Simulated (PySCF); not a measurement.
**[Lu(H2O)]3+: how settings move a single point**

Which settings matter for [Lu(H2O)]3+? Each run alters one on purpose. The species was built from a template and needn't be a known compound.

The runs use PySCF 2.14.0; r2SCAN, Lu lcecp-1-SVP with ECP60, O def2-SVP, H def2-SVP; scalar-relativistic core potentials, no spin–orbit coupling.

4 further runs of the same task are left out: 2 for a known fault of the program, 1 that didn't finish, 1 set aside as unsound or not needed.

## Step 1: The system as given

4 atoms, charge 3, spin multiplicity 1.

Bond lengths: Lu1–O2 2.119 Å, O2–H3 1.007 Å, O2–H4 1.007 Å. Angles: Lu1–O2–H3 129.0°, Lu1–O2–H4 129.0°, H3–O2–H4 102.0°.

As a file:

```xyz
4
H2LuO
Lu    0.00000    0.00000   -0.05169
O     0.00000    0.00000    2.06769
H     0.78271    0.00000    2.70192
H    -0.78271    0.00000    2.70192
```

Formal oxidation states: Lu +3. Each metal's 14 4f electrons lie in its core potential, so multiplicities, spins and levels count the valence alone. An earlier session relaxed this geometry at r2SCAN, Lu lcecp-1-SVP with ECP60, O def2-SVP, H def2-SVP (singlet, point group C2v).

The sound run used a (50, 194) grid (finer on f atoms), a threshold of 1e-8 and at most 55 cycles, and ended at -114.960856 Eh.

## Step 2: Try 1

run.py (the lines that set the calculation)

```python
mol = gto.M(atom='''
Lu     0.00000     0.00000    -0.05169
O      0.00000     0.00000     2.06769
H      0.78271     0.00000     2.70192
H     -0.78271     0.00000     2.70192''',
    basis={'Lu': 'lcecp-1-SVP', 'O': 'def2-SVP', 'H': 'def2-SVP'},
    ecp={'Lu': 'lcecp-1-SVP'},
    charge=3, spin=0)
mf = dft.RKS(mol, xc='R2SCAN')
mf.grids.atom_grid = (99, 590)  # f atoms: unpruned, at least (60, 302)
mf = mf.density_fit()  # fitting sets: Lu AutoAux, O def2-universal-JKFIT, H def2-universal-JKFIT
mf.conv_tol = 1e-08; mf.max_cycle = 55
mf.kernel(dm0)  # dm0: free metal ions and neutral atoms
```

Run with:

```
$ OMP_NUM_THREADS=2 python run.py
```

The log of the run:

```text
init E= -105.169035930545
  HOMO = -1.82639940232266  LUMO = -1.06683219635941  gap/eV = 20.66888
cycle= 1 E= -112.516871921381  delta_E= -7.35  |g|= 3.35  |ddm|= 3.26
  HOMO = -0.787744510652449  LUMO = -0.781772788798122  gap/eV = 0.16250
cycle= 2 E= -101.43678716297  delta_E= 11.1  |g|= 3.98  |ddm|= 5.19
  HOMO = -1.36541584223837  LUMO = -0.963941220283473  gap/eV = 10.92468
cycle= 3 E= -114.353307567858  delta_E= -12.9  |g|=  1.6  |ddm|= 4.81
  HOMO = -1.27506402133031  LUMO = -0.736416526007404  gap/eV = 14.65734
cycle= 4 E= -114.751416618549  delta_E= -0.398  |g|=    1  |ddm|= 1.17
  HOMO = -1.00081185736393  LUMO = -0.779315969997376  gap/eV = 6.02721
cycle= 5 E= -114.958545842853  delta_E= -0.207  |g|= 0.106  |ddm|= 0.759
  HOMO = -1.00023213806156  LUMO = -0.770185445047209  gap/eV = 6.25989
cycle= 6 E= -114.960671478503  delta_E= -0.00213  |g|= 0.0443  |ddm|= 0.13
  HOMO = -0.999141456784702  LUMO = -0.774636208431894  gap/eV = 6.10910
cycle= 7 E= -114.961112382715  delta_E= -0.000441  |g|= 0.0043  |ddm|= 0.0418
  HOMO = -1.00012699748948  LUMO = -0.773997987236262  gap/eV = 6.15328
cycle= 8 E= -114.961116991801  delta_E= -4.61e-06  |g|= 0.00142  |ddm|= 0.00558
  HOMO = -0.999872355721234  LUMO = -0.774010529091886  gap/eV = 6.14601
cycle= 9 E= -114.961117462528  delta_E= -4.71e-07  |g|= 7.29e-05  |ddm|= 0.00114
  HOMO = -0.999858980356091  LUMO = -0.774021237646277  gap/eV = 6.14536
cycle= 10 E= -114.961117463868  delta_E= -1.34e-09  |g|= 7.82e-06  |ddm|= 8.12e-05
  HOMO = -0.999862381293806  LUMO = -0.774018552311372  gap/eV = 6.14552
Extra cycle  E= -114.961117463841  delta_E= 2.67e-11  |g|= 1.46e-05  |ddm|= 2.21e-05
converged SCF energy = -114.961117463841
```

Run time: 4 s. Hardware: 2 threads of Arm Neoverse V2, shared host.

Changed: the integration grid, to (99, 590). It converges in 10 cycles, -0.007 eV from the sound run, with a largest force component of 0.01 eV/Å. The result survives the change.

## Step 3: Try 2

run.py (the lines that set the calculation): that of step 2 with these lines changed.

```diff
@@ -9,5 +9,5 @@
 mf = dft.RKS(mol, xc='R2SCAN')
-mf.grids.atom_grid = (99, 590)  # f atoms: unpruned, at least (60, 302)
+mf.grids.atom_grid = (50, 194)  # f atoms: unpruned, at least (60, 302)
 mf = mf.density_fit()  # fitting sets: Lu AutoAux, O def2-universal-JKFIT, H def2-universal-JKFIT
-mf.conv_tol = 1e-08; mf.max_cycle = 55
+mf.conv_tol = 1e-05; mf.max_cycle = 55
 mf.kernel(dm0)  # dm0: free metal ions and neutral atoms
```

Run with:

```
$ OMP_NUM_THREADS=2 python run.py
```

The log of the run:

```text
init E= -105.16892973606
  HOMO = -1.82639227405084  LUMO = -1.06686810556977  gap/eV = 20.66771
cycle= 1 E= -112.516514305094  delta_E= -7.35  |g|= 3.35  |ddm|= 3.26
  HOMO = -0.78771935281959  LUMO = -0.781745832977405  gap/eV = 0.16255
cycle= 2 E= -101.436183918261  delta_E= 11.1  |g|= 3.99  |ddm|= 5.19
  HOMO = -1.36533496861165  LUMO = -0.963921723744999  gap/eV = 10.92301
cycle= 3 E= -114.352807943285  delta_E= -12.9  |g|=  1.6  |ddm|= 4.81
  HOMO = -1.27512649797966  LUMO = -0.736405071142526  gap/eV = 14.65936
cycle= 4 E= -114.750986268474  delta_E= -0.398  |g|=    1  |ddm|= 1.17
  HOMO = -1.00085498239583  LUMO = -0.779332276648375  gap/eV = 6.02794
cycle= 5 E= -114.9582835295  delta_E= -0.207  |g|= 0.106  |ddm|= 0.759
  HOMO = -1.00026382507838  LUMO = -0.770167572482868  gap/eV = 6.26124
cycle= 6 E= -114.960407794593  delta_E= -0.00212  |g|= 0.0444  |ddm|= 0.13
  HOMO = -0.999155923057916  LUMO = -0.774616804329898  gap/eV = 6.11002
cycle= 7 E= -114.960851483563  delta_E= -0.000444  |g|= 0.00425  |ddm|= 0.0418
  HOMO = -1.00012751487471  LUMO = -0.773976188936279  gap/eV = 6.15389
cycle= 8 E= -114.96085598526  delta_E= -4.5e-06  |g|= 0.00144  |ddm|= 0.00555
  HOMO = -0.999411038852607  LUMO = -0.774071699913743  gap/eV = 6.13180
Extra cycle  E= -114.960854894682  delta_E= 1.09e-06  |g|= 0.00277  |ddm|= 0.00311
converged SCF energy = -114.960854894682
```

Wall time 1.6 s (2 threads of Arm Neoverse V2, shared host).

Changed: the SCF threshold (1e-05). It converges in 8 cycles, at the sound run's energy within 0.001 eV, with a largest force component of 0.01 eV/Å. The result survives the change.

## Step 4: Try 3

run.py (the lines that set the calculation): that of step 3 with these lines changed.

```diff
@@ -11,3 +11,3 @@
 mf = mf.density_fit()  # fitting sets: Lu AutoAux, O def2-universal-JKFIT, H def2-universal-JKFIT
-mf.conv_tol = 1e-05; mf.max_cycle = 55
-mf.kernel(dm0)  # dm0: free metal ions and neutral atoms
+mf.conv_tol = 1e-08; mf.max_cycle = 55
+mf.kernel(dm0)  # dm0: smeared density
```

Run with:

```
$ OMP_NUM_THREADS=2 python run.py
```

The log of the run:

```text
init E= -114.942867220654
  HOMO = -1.01245835526574  LUMO = -0.771966140440431  gap/eV = 6.54413
cycle= 1 E= -114.960034423541  delta_E= -0.0172  |g|= 0.0563  |ddm|= 0.0612
  HOMO = -0.981597312053328  LUMO = -0.778221083126555  gap/eV = 5.53415
cycle= 2 E= -114.957904526353  delta_E= 0.00213  |g|= 0.119  |ddm|= 0.143
  HOMO = -0.999014807572671  LUMO = -0.775216368094791  gap/eV = 6.08987
cycle= 3 E= -114.960848822579  delta_E= -0.00294  |g|= 0.00463  |ddm|= 0.0805
  HOMO = -0.999764234927376  LUMO = -0.77397367808202  gap/eV = 6.14407
cycle= 4 E= -114.960856407446  delta_E= -7.58e-06  |g|= 0.000571  |ddm|= 0.00701
  HOMO = -0.999850879350436  LUMO = -0.77399592613955  gap/eV = 6.14583
cycle= 5 E= -114.960856464488  delta_E= -5.7e-08  |g|= 7.79e-05  |ddm|= 0.000352
  HOMO = -0.999857570849169  LUMO = -0.773997647619038  gap/eV = 6.14596
cycle= 6 E= -114.960856465559  delta_E= -1.07e-09  |g|= 1.19e-05  |ddm|= 6.49e-05
  HOMO = -0.999857779496644  LUMO = -0.773999530014523  gap/eV = 6.14592
Extra cycle  E= -114.960856465578  delta_E= -1.91e-11  |g|= 8.23e-06  |ddm|= 1.87e-05
converged SCF energy = -114.960856465578
```

Run time: 1.4 s. Hardware: 2 threads of Arm Neoverse V2, shared host.

Changed: the starting guess (smeared density). It converges in 6 cycles, at the sound run's energy within 0.001 eV, with a largest force component of 0.00 eV/Å. The result survives the change.

## Step 5: Try 4

run.py (the lines that set the calculation)

```python
mol = gto.M(atom='''
Lu     0.00000     0.00000    -0.05169
O      0.00000     0.00000     2.06769
H      0.78271     0.00000     2.70192
H     -0.78271     0.00000     2.70192''',
    basis={'Lu': 'lcecp-1-SVP', 'O': 'def2-SVP', 'H': 'def2-SVP'},
    ecp={'Lu': 'lcecp-1-SVP'},
    charge=3, spin=3)
mf = dft.UKS(mol, xc='R2SCAN')
mf.grids.atom_grid = (50, 194)  # f atoms: unpruned, at least (60, 302)
mf = mf.density_fit()  # fitting sets: Lu AutoAux, O def2-universal-JKFIT, H def2-universal-JKFIT
mf.conv_tol = 1e-08; mf.max_cycle = 87
mf.kernel(dm0)  # dm0: free metal ions and neutral atoms
```

Run with:

```
$ OMP_NUM_THREADS=2 python run.py
```

The log of the run:

```text
RuntimeError: Electron number 18 and spin 3 are not consistent
Note mol.spin = 2S = Nalpha - Nbeta, not 2S+1
```

Hardware: 2 threads of Arm Neoverse V2, shared host.

Changed: the spin (3 unpaired electrons); the cycle limit is 87. The program refuses it: the number of electrons and the spin don't fit.

## Step 6: Side by side

| run | changed | ending | energy change (eV) | cycles | time | usable |
| --- | --- | --- | --- | --- | --- | --- |
| 1 | the integration grid | converged | -0.007 | 10 | 4 s | yes |
| 2 | the SCF threshold | converged | 0.000 | 8 | 1.6 s | yes |
| 3 | the starting guess | converged | 0.000 | 6 | 1.4 s | yes |
| 4 | the spin | refused | – | – | 0 s | no |

3 of 4 altered runs give a usable result. 
